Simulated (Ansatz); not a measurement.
Run this with Ansatz's Python interface and show what comes out.

Script `formation.py`:
```python
"""Heat of formation of SrCaAl4 at zero temperature, after relaxing cells and atoms."""

from collections import Counter
import warnings

import ansatz as az
import numpy as np

PHASES = {
    "SrCaAl4": (
        [(0.0, 4.067589, 4.067589), (4.067589, 0.0, 4.067589), (4.067589, 4.067589, 0.0)],
        [
            ("Sr", (0.5, 0.5, 0.5)),
            ("Ca", (0.25, 0.25, 0.25)),
            ("Al", (0.875115, 0.875115, 0.374655)),
            ("Al", (0.374655, 0.875115, 0.875115)),
            ("Al", (0.875115, 0.875115, 0.875115)),
            ("Al", (0.875115, 0.374655, 0.875115)),
        ],
    ),
    "Sr": (
        [(0.0, 3.04235, 3.04235), (3.04235, 0.0, 3.04235), (3.04235, 3.04235, 0.0)],
        [
            ("Sr", (0.0, 0.0, 0.0)),
        ],
    ),
    "Ca": (
        [(0.0, 2.7942, 2.7942), (2.7942, 0.0, 2.7942), (2.7942, 2.7942, 0.0)],
        [
            ("Ca", (0.0, 0.0, 0.0)),
        ],
    ),
    "Al": (
        [(0.0, 2.024805, 2.024805), (2.024805, 0.0, 2.024805), (2.024805, 2.024805, 0.0)],
        [
            ("Al", (0.0, 0.0, 0.0)),
        ],
    ),
}


def build(vectors, sites):
    crystal = az.Crystal(lattice=az.Lattice.of(vectors))
    for symbol, position in sites:
        crystal = crystal.atom(symbol, position)
    return crystal


def solve(name, crystal):
    calc = (
        crystal.calculation()
        .functional("r2scan")
        .basis(620)
        .kpoints(spacing=0.33)
        .occupations("fermi_dirac", width=0.1)
        .stress()
    )
    calc = calc.relax(force_tolerance=0.02, cell=True)
    return calc.run(threads=1)


def counts(outcome):
    return Counter(site.symbol for site in outcome.lattice.sites)

def formation_energy(outcome, mu):
    n = counts(outcome)
    return (outcome.report["energy_sigma0_ev"] - sum(k * mu[element] for element, k in n.items())) / sum(n.values())


def volume_per_atom(outcome):
    return abs(np.linalg.det(outcome.lattice.cell_ang)) / len(outcome.lattice.sites)

warnings.simplefilter("ignore", az.DeckWarning)

phases = {name: build(*cell) for name, cell in PHASES.items()}

done = {name: solve(name, crystal) for name, crystal in phases.items()}

# chemical potentials of the elements at zero temperature
references = {"Sr": "Sr", "Ca": "Ca", "Al": "Al"}
mu = {element: done[name].report["energy_sigma0_ev"] / len(done[name].lattice.sites) for element, name in references.items()}

target = done["SrCaAl4"]
heat = formation_energy(target, mu)
n = counts(target)
print("cell content:", dict(n), " volume", round(volume_per_atom(target), 3), "A^3/atom")
print("formation energy", round(heat, 4), "eV/atom,", round(heat * sum(n.values()), 4), "eV per cell")
print("bound against the elements" if heat < 0 else "unbound against the elements")
```

```console
$ python formation.py
cell content: {<Element.SR: 'Sr'>: 1, <Element.CA: 'Ca'>: 1, <Element.AL: 'Al'>: 4}  volume 22.39 A^3/atom
formation energy -0.3481 eV/atom, -2.0887 eV per cell
bound against the elements
```

What to keep in mind:
- For the metals among these phases the mesh is modest: differences between phases can be off by up to 40 meV an atom.
- The cells come from databases of deposited and of computed structures, and not all need be stable phases.
- The compound is the structure given, not necessarily its lowest; energies are at zero temperature, with no correction for gases. A semilocal functional's error on such energies is often 0.05 to 0.1 eV an atom, and 0.1 to 0.3 eV against gases such as O2 or F2.
- Wall time of the script: 50 s on 1 thread of Arm Neoverse V1, on a shared host, peak memory 0.89 GiB.
